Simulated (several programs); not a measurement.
**Many methods on one cell: Al₂InN₃ (ordering on zincblende)**

Al₂InN₃, ordered on the zincblende lattice (Imm2) with 6 atoms a cell, relaxed with r2SCAN in Ansatz, was computed with several methods. The symmetry is Imm2 (No. 44, orthorhombic); a = 3.212 Å, b = 9.715 Å, c = 4.579 Å in the conventional setting, 11.91 Å³ an atom. Al is surrounded by 4 N at 1.88–1.92 Å; N is surrounded by 3 Al at 1.89–1.92 Å and 1 In at 2.17 Å; In is surrounded by 4 N at 2.13–2.17 Å; N is surrounded by 2 Al at 1.88 Å and 2 In at 2.13 Å. Note: simulated data, non-magnetic, for a generated structure that need not be the stable one.

Space group Imm2 (No. 44). a = 3.212 Å, b = 9.715 Å, c = 4.579 Å, α = 90.00°, β = 90.00°, γ = 90.00°
```json
{"atom": "Al", "site": "4d", "symmetry": "m..", "x": "0.5000", "y": "0.1704", "z": "0.5012"}
{"atom": "N", "site": "4d", "symmetry": "m..", "x": "0.0000", "y": "0.1832", "z": "0.2742"}
{"atom": "In", "site": "2a", "symmetry": "mm2", "x": "0.0000", "y": "0.0000", "z": "0.0031"}
{"atom": "N", "site": "2b", "symmetry": "mm2", "x": "0.5000", "y": "0.0000", "z": "0.6961"}
```

Gaps and times are for a single point on this cell; volume and bulk modulus come from each method's own relaxation or energy curve at fixed shape, which is too stiff where a cell has free coordinates or axes. Times are rough, from shared hosts (Arm Neoverse V1; NVIDIA H100 80GB HBM3), and each method has its own mesh and cell size. A double dagger marks a value from a curve with shape and coordinates held. PM6 (MOPAC), PM7 (MOPAC), GFN2-xTB (tblite) treat a cluster of cells at its zone centre, which samples few k points: where these miss a band edge, the gap comes out too large for that reason alone. Gaps from k meshes are read at a limited set of points (mesh, symmetry points, PBE's band edges), so each method's own least gap may be somewhat smaller. xTB and the PM methods were fitted mostly to molecules, and can miss a solid's gap by electronvolts. Minimal bases can be far off for gaps. Times of the plane-wave rungs are withheld (a dash), since they come from other jobs, hosts and meshes; the meshes of hybrids and Hartree-Fock don't converge their gaps to the digits shown. GLLB-SC's gap includes the derivative discontinuity. d marks a direct gap, i an indirect one (no mark: not told apart), a dash a value that wasn't computed or didn't pass its checks.

| method | kind | gap (eV) | own volume (Å³/atom) | bulk modulus (GPa) | atoms computed | processor time |
| --- | --- | --- | --- | --- | --- | --- |
| light PBE (260 eV, its own mesh) | light plane-wave | 1.62 i | – | – | 6 | 2.6 s |
| PM7 (MOPAC) | semi-empirical | 8.89 | – | – | cluster | 7.2 s |
| PM6 (MOPAC) | semi-empirical | 8.36 | – | – | cluster | 7.6 s |
| GFN2-xTB (tblite) | tight binding | 1.72 | 11.24‡ | 156‡ | cluster | 9 s |
| PBE/SZV (CP2K) | small basis | 1.88 d | 12.93‡ | 149‡ | 6 | 32 s |
| PBE | semilocal | 1.77 i | 12.20 | 167‡ | 6 | – |
| r2SCAN | semilocal | 2.19 i | 11.91 | 186‡ | 6 | – |
| GLLB-SC (GPAW) | model potential | 2.90 | – | – | 6 | 93 s |
| PBE+SOC | semilocal | 1.77 i | – | – | 6 | – |
| PBE/DZVP (CP2K) | small basis | 1.84 i | 12.26‡ | 165‡ | 6 | 95 s |
| PBE0 | hybrid | 3.62 i | – | – | 6 | – |
| HSE06 | hybrid | 2.92 i | – | – | 6 | – |

Against HSE06 (2.92 eV) the nearest gap at the points sampled is that of GLLB-SC (GPAW) (-0.02 eV) and the farthest that of PM7 (MOPAC) (+5.97 eV). HSE06 is only a yardstick of convenience, and nearness to it can be luck.

Volumes against r2SCAN's: PBE +2.5 %.

Runs without a result: GFN1-xTB (tblite) (single point).

Only the rows marked +SOC include spin-orbit coupling.
